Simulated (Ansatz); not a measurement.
# Bi2Te3: the cost of one run

Method: DFT r2SCAN+D3(BJ), scalar-relativistic, plane waves, PAW, in Ansatz 0.2.0.

### 1 The starting structure

It takes space group R-3m (No. 166, trigonal). Conventional cell: a = 4.386 Å, b = 4.386 Å, c = 30.497 Å, α = 90.00°, β = 90.00°, γ = 120.00°. Around Bi (site symmetry 3m) lie 6 Te at 3.07 to 3.25 Å. Te (site symmetry -3m) is surrounded by 6 Bi at 3.25 Å. Te (site symmetry 3m) is surrounded by 3 Bi at 3.07 Å.

As a file:

```
CELL_PARAMETERS angstrom
2.19300 1.26613 10.16567
-2.19300 1.26613 10.16567
0.00000 -2.53226 10.16567
ATOMIC_POSITIONS crystal
Bi 0.40000 0.40000 0.40000
Bi 0.60000 0.60000 0.60000
Te 0.00000 0.00000 0.00000
Te 0.20950 0.20950 0.20950
Te 0.79050 0.79050 0.79050
```

The structure rests on an entry of the Crystallography Open Database; cell or positions may have been set otherwise for this series.

### 2 Relaxing cell and atoms: Bi2Te3, no spin

Contents of input.yaml:

```yaml
crystal:
  lattice:
    - [2.193, 1.2661291403, 10.1656666667]
    - [-2.193, 1.2661291403, 10.1656666667]
    - [0.0, -2.5322582807, 10.1656666667]
  atoms:
    - { symbol: Bi, position: [0.4, 0.4, 0.4] }
    - { symbol: Bi, position: [0.6, 0.6, 0.6] }
    - { symbol: Te, position: [0.0, 0.0, 0.0] }
    - { symbol: Te, position: [0.2095, 0.2095, 0.2095] }
    - { symbol: Te, position: [0.7905, 0.7905, 0.7905] }
scf:
  occupations: { method: gaussian, width: 0.05 }
output:
  forces: true
  stress: true
hamiltonian:
  xc: r2scan
  dispersion: d3bj
kpoints:
  mp_grid: { grid: [8, 8, 8] }
relax:
  f_tol: 0.002
  cell: { stress_tol: 0.02, p_target: 0.0 }
```

Started as:

```
$ ansatz run input.yaml --threads 3 --pin off --max-ram 8192MiB --backend cpu --events-out ev --progress --plain --runs-dir out
```

What time and memory should one allow on 3 threads of Intel Xeon at 2.30GHz, shared host?

About 68 s, with a peak of 1.2 GiB.
